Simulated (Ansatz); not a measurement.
# B5Cl3: the cost of one run

Program: Ansatz 0.2.0, Gaussian basis. Level of theory: RKS PBE0-D4/def2-TZVP. These are calculated values, not measurements.

Plan: a single point at PBE0-D4/def2-TZVP.

4 further runs of the same task are left out: 4 set aside as unsound or not needed. Runs told in other sessions of the task aren't counted.

## 1. The relaxed structure

The geometry is that of the singlet, from an earlier relaxation (B3LYP-D4/def2-SVP). At that level it is the lowest of the isomers that a small search found.

8 atoms, charge 0, spin multiplicity 1.

Atoms are counted from 1 here; the program's logs count them from 0.

Bond lengths: B1–B3 1.712 Å, B1–B5 1.591 Å, B1–Cl6 1.752 Å, B2–B3 1.521 Å, B2–Cl8 1.692 Å, B3–B4 1.699 Å, B3–B5 1.708 Å, B4–B5 1.558 Å, B4–Cl7 1.722 Å. Angles: B3–B1–B5 62.2°, B3–B1–Cl6 153.1°, B5–B1–Cl6 144.8°, B3–B2–Cl8 179.6°, B1–B3–B2 78.7°, B1–B3–B4 109.8°, B1–B3–B5 55.4°, B2–B3–B4 171.4°, B2–B3–B5 134.2°, B4–B3–B5 54.4°, B3–B4–B5 63.1°, B3–B4–Cl7 135.0°, B5–B4–Cl7 161.9°, B1–B5–B3 62.4°, B1–B5–B4 124.9°, B3–B5–B4 62.5°.

Bonds by kind at the end (by distance):

```csv
bond,count,shortest (Å),longest (Å)
B–B,6,1.521,1.712
B–Cl,3,1.692,1.752
```

## 2. Single point, PBE0-D4/def2-TZVP

start.molden holds the orbitals of an earlier run on this state, given as this run's starting guess.

in.yaml

```yaml
crystal:
  periodic: [false, false, false]
  atoms:
    - {symbol: B, position_ang: [-0.007150, 1.041543, -0.574289]}
    - {symbol: B, position_ang: [0.136304, 0.500003, 1.403331]}
    - {symbol: B, position_ang: [0.001472, -0.466026, 0.236892]}
    - {symbol: B, position_ang: [-0.141682, -1.728294, -0.891135]}
    - {symbol: B, position_ang: [-0.131750, -0.276719, -1.455739]}
    - {symbol: Cl, position_ang: [0.057252, 2.791939, -0.618766]}
    - {symbol: Cl, position_ang: [-0.200470, -3.446329, -0.794213]}
    - {symbol: Cl, position_ang: [0.286014, 1.583882, 2.693919]}
basis:
  gaussian: {orbitals: def2-TZVP, initial_orbitals: start.molden}
hamiltonian: {xc: pbe0, dispersion: d4}
scf: {omitted_lower_state_checks: [starts]}
output: {orbitals: {seedname: orbitals}}
```

Started as:

```
> ansatz run in.yaml --threads 4 --pin off --events-out ev --progress --plain --max-ram 4787MiB
```

Q: Estimate wall time and peak memory on 4 threads of Arm Neoverse V1, shared host.

About 8 s, with a peak of 0.91 GiB.
